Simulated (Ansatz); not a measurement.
**GeH6OSi (built from SMILES O[SiH3].[GeH2]): search for a transition state**

Aim: find the saddle point of a insertion of a carbenoid that is to form Ge1–H2, Ge1–O3 and break H2–O3, prove it by its vibrations, and relax downhill on both sides to see what it joins.

Method: PBE0-D4, def2-SVP first, then def2-TZVP; program: Ansatz 0.2.0, Gaussian basis.

21 further runs of the same task are left out: 21 set aside as unsound or not needed.

### 1 Starting geometry

The guess: 9 atoms, charge 0, spin multiplicity 1.

Atoms are counted from 1 here; the program's logs count them from 0.

Bond lengths: Ge1–H2 1.670 Å, Ge1–H5 1.630 Å, Ge1–H6 1.761 Å, O3–Si4 1.611 Å, Si4–H7 1.461 Å, Si4–H8 1.468 Å, Si4–H9 1.466 Å. Angles: H2–Ge1–H5 80.7°, H2–Ge1–H6 43.2°, H5–Ge1–H6 85.3°, O3–Si4–H7 103.3°, O3–Si4–H8 109.5°, O3–Si4–H9 108.9°, H7–Si4–H8 111.9°, H7–Si4–H9 113.0°, H8–Si4–H9 110.1°.

As a file:

```mol
GeH6OSi
  3D, bonds by distance, orders not assigned

  9  7  0  0  0  0  0  0  0  0999 V2000
   -0.6961   -2.1069    0.8850 Ge  0  0
   -0.4711   -0.4583    0.7447 H   0  0
    0.1630   -0.3398   -0.3507 O   0  0
    0.8658    1.0480   -0.7695 Si  0  0
   -2.1435   -1.6945    0.2593 H   0  0
   -0.8991   -0.6919    1.9136 H   0  0
    1.3373    0.7893   -2.1279 H   0  0
    1.9735    1.3326    0.1503 H   0  0
   -0.1299    2.1215   -0.7049 H   0  0
  1  2  8  0
  1  5  8  0
  1  6  8  0
  3  4  8  0
  4  7  8  0
  4  8  8  0
  4  9  8  0
M  END
```

Distances that are to change: Ge1–H2 1.67 Å, Ge1–O3 2.32 Å, H2–O3 1.27 Å.

### 2 Constrained relaxation of the guess

Contents of hold/in.yaml:

```yaml
crystal:
  periodic: [false, false, false]
  atoms:
    - {symbol: Ge, position_ang: [-0.696100, -2.106900, 0.885000]}
    - {symbol: H, position_ang: [-0.471100, -0.458300, 0.744700]}
    - {symbol: O, position_ang: [0.163000, -0.339800, -0.350700]}
    - {symbol: Si, position_ang: [0.865800, 1.048000, -0.769500]}
    - {symbol: H, position_ang: [-2.143500, -1.694500, 0.259300]}
    - {symbol: H, position_ang: [-0.899100, -0.691900, 1.913600]}
    - {symbol: H, position_ang: [1.337300, 0.789300, -2.127900]}
    - {symbol: H, position_ang: [1.973500, 1.332600, 0.150300]}
    - {symbol: H, position_ang: [-0.129900, 2.121500, -0.704900]}
basis:
  gaussian: {orbitals: def2-SVP}
hamiltonian: {xc: pbe0, dispersion: d4}
relax: {f_tol: 0.08, max_steps: 120, escape_saddle: false, constraints: [{distance: [0, 1]}, {distance: [0, 2]}, {distance: [1, 2]}]}
```

The command line of these runs was not kept.

The runs that follow: A starting Hessian; Saddle search in the small basis; Saddle search in triple zeta; Vibrations at the point found; Relaxing after a step of 0.30 Å one way along the mode; Relaxing after a step of 0.30 Å the other way along the mode.

Q: Predict the outcome of this session. Wanted: imaginary mode; barrier from the start side; barrier from the end side; energy of the step; pairs that change; zero-point energy at the saddle.

As calculated:

| quantity | value |
| --- | --- |
| imaginary mode | 1289i cm⁻¹ |
| barrier from the start side | 0.803 eV |
| barrier from the end side | 1.005 eV |
| energy of the step | -0.202 eV |
| pairs that change | H2–H6 formed, Ge1–H6 broken, H2–O3 broken |
| zero-point energy at the saddle | 1.353 eV |

The point has a single imaginary mode (1289i cm⁻¹), as a transition state must. The two relaxations don't end on the planned structures: the search found another step. At PBE0-D4/def2-TZVP the electronic barrier is 0.803 eV, about 31 kT at 298 K, and the step runs 0.202 eV downhill. The barrier is thin enough for tunnelling; the leading (Wigner) term alone is a factor of 2.6 at 298 K. A step off the saddle overshot and began above it in energy, so the link to its end is likely but not proven.
